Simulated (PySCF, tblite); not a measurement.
# C8H9NO: geometry, infrared bands and NMR shifts

Wanted: the infrared bands and NMR shifts of C8H9NO (`CO[C@@]12CC=C(C#N)[C@@H]1C2`), by calculation.

Computed with tblite 0.8.0 and PySCF 2.14.0, with density-fitted response routines of our own, on a single molecule in the gas phase. Atoms count from 0, in the outputs and in this text.

### Step 1. The molecule as given

19 atoms, charge 0, multiplicity 1; geometry from: force field or distance geometry start.

Bonds of the start (Å): C0–O1 1.41, O1–C2 1.44, C2–C3 1.52, C3–C4 1.51, C4–C5 1.35, C5–C6 1.42, C6–N7 1.16, C5–C8 1.46, C8–C9 1.51, C8–C2 1.52, C9–C2 1.50, C0–H10 1.09, C0–H11 1.10, C0–H12 1.09, C3–H13 1.10, C3–H14 1.09, C4–H15 1.08, C8–H16 1.08, C9–H17 1.08, C9–H18 1.08.

### Step 2. Geometry optimisation with GFN2-xTB

What the job is given:

```
{"job": {"kind": "relax", "xc": "GFN2-xTB", "basis": "xTB"}, "charge": 0, "multiplicity": 1}
C     -2.796300     0.036500     0.039800
O     -1.638200    -0.730300     0.255500
C     -0.413000    -0.043900    -0.074800
C      0.122500     0.951400     0.937800
C      1.594200     0.626600     1.064500
C      1.889900    -0.394500     0.233700
C      3.187300    -0.952100     0.071300
N      4.252000    -1.405800    -0.052100
C      0.746900    -0.920200    -0.514700
C      0.017200    -0.059000    -1.512400
H     -2.794800     0.938800     0.658900
H     -3.678100    -0.566400     0.318000
H     -2.891900     0.312400    -1.005800
H     -0.356700     0.807900     1.916300
H     -0.032800     1.982700     0.611600
H      2.282400     1.156700     1.712000
H      0.591600    -1.986500    -0.519400
H      0.521500     0.811400    -1.914400
H     -0.613400    -0.556400    -2.233200
```

The run is started by

```sh
$ OMP_NUM_THREADS=1 python probes_run.py task.json out
```

This one command runs all jobs of the session in turn.

**Question.** This job is followed by: GFN2-xTB harmonic vibrations, gas phase; GIAO PBE0/pcSseg-1 NMR shielding, non-relativistic, gas phase. What will the session give for the following? strongest single infrared mode (GFN2-xTB); zero-point energy (GFN2-xTB); 13C shifts against TMS (PBE0/pcSseg-1); 1H shifts against TMS (PBE0/pcSseg-1, means over atoms taken as alike); 17O shifts against H2O (PBE0/pcSseg-1); 15N shifts against NH3 (PBE0/pcSseg-1).

**Answer**, as computed:

| quantity | value |
| --- | --- |
| strongest single infrared mode (GFN2-xTB) | 2368 cm⁻¹, 227 km/mol |
| zero-point energy (GFN2-xTB) | 93.7 kcal/mol |
| 13C shifts against TMS (PBE0/pcSseg-1) | 154.8, 127.1, 120.6, 71.7, 58.8, 44.9, 38.0, 24.3 ppm |
| 1H shifts against TMS (PBE0/pcSseg-1, means over atoms taken as alike) | 6.46, 3.50, 2.95, 2.92, 2.33, 1.43, -0.01 ppm |
| 17O shifts against H2O (PBE0/pcSseg-1) | 45.4 ppm |
| 15N shifts against NH3 (PBE0/pcSseg-1) | 323.0 ppm |

**Reading.** Relaxing lowered the energy by 0.225 eV in 59 steps; the close pair that moved most is O1–C2, from 1.443 to 1.387 Å. All 51 modes are real, so the xTB geometry is a minimum. The strongest single mode, at 2368 cm⁻¹, moves mainly C6 and N7. GFN2-xTB is a fitted tight-binding method: band positions and strengths are rough. Its intensities can rank the bands wrongly. H15 (hydrogen on an alkene CH) lies farthest downfield among hydrogen, at 6.46 ppm; olefinic region. At PBE0/pcSseg-1: The widest tensor belongs to N7: span 427 ppm, with a paramagnetic part of -396 ppm.
